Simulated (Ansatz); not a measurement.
# Mn3Sn: the cost of one run

Program: Ansatz 0.2.0. Level of theory: DFT PBE, scalar-relativistic, plane waves, PAW. These are calculated values, not measurements.

2 further runs of the same task are left out: 1 that didn't finish, 1 set aside as unsound or not needed.

### 1 The structure to begin with

It takes space group P6_3/mmc (No. 194, hexagonal). The conventional cell has a = 5.670 Å, b = 5.670 Å, c = 4.530 Å, α = 90.00°, β = 90.00°, γ = 120.00°. Mn (site symmetry mm2) is surrounded by 4 Sn at 2.79 to 2.84 Å and 8 Mn at 2.80 to 2.84 Å. Sn (site symmetry -6m2) has 12 Mn at 2.79 to 2.84 Å as nearest neighbours.

Coordinates:

```xyz
8
Lattice="5.6700 0.0000 0.0000 -2.8350 4.9104 0.0000 0.0000 0.0000 4.5300" Properties=species:S:1:pos:R:3 pbc="T T T"
Mn    2.8350    3.2703    1.1325
Mn   -1.4147    4.0903    3.3975
Mn    1.4203    0.8200    1.1325
Mn    0.0000    1.6401    3.3975
Mn    4.2497    0.8200    1.1325
Mn    1.4147    4.0903    3.3975
Sn    0.0000    3.2736    1.1325
Sn    2.8350    1.6368    3.3975
```

Starting moments: Mn 3.50 μB.

### 2 First run, at the start cell

Input file input.yaml:

```yaml
crystal:
  lattice:
    - [5.67, 0.0, 0.0]
    - [-2.835, 4.9103640395, 0.0]
    - [0.0, 0.0, 4.53]
  atoms:
    - { symbol: Mn, position: [0.833, 0.666, 0.25], spin: 3.5 }
    - { symbol: Mn, position: [0.167, 0.833, 0.75], spin: 3.5 }
    - { symbol: Mn, position: [0.334, 0.167, 0.25], spin: 3.5 }
    - { symbol: Mn, position: [0.167, 0.334, 0.75], spin: 3.5 }
    - { symbol: Mn, position: [0.833, 0.167, 0.25], spin: 3.5 }
    - { symbol: Mn, position: [0.666, 0.833, 0.75], spin: 3.5 }
    - { symbol: Sn, position: [0.3333333333, 0.6666666667, 0.25] }
    - { symbol: Sn, position: [0.6666666667, 0.3333333333, 0.75] }
basis:
  ecutwfc: 420
  ecutrho_ratio: 4
kpoints:
  mp_grid: { grid: [8, 8, 8] }
hamiltonian:
  xc: pbe
scf:
  occupations: { method: gaussian, width: 0.05 }
output:
  forces: true
  stress: true
  eigenvalues: true
  populations: true
magnetization:
  spin_polarized: true
relax:
  f_tol: 0.01
  max_steps: 60
  cell: { stress_tol: 0.04 }
```

Run with:

```console
ansatz run input.yaml --threads 4 --pin off --max-ram 10240MiB --backend cpu --events-out ev --progress --plain --runs-dir out
```

What time and memory should one allow on 4 threads of Arm Neoverse V2, shared host?

About 1.9 min, with a peak of 1.1 GiB.
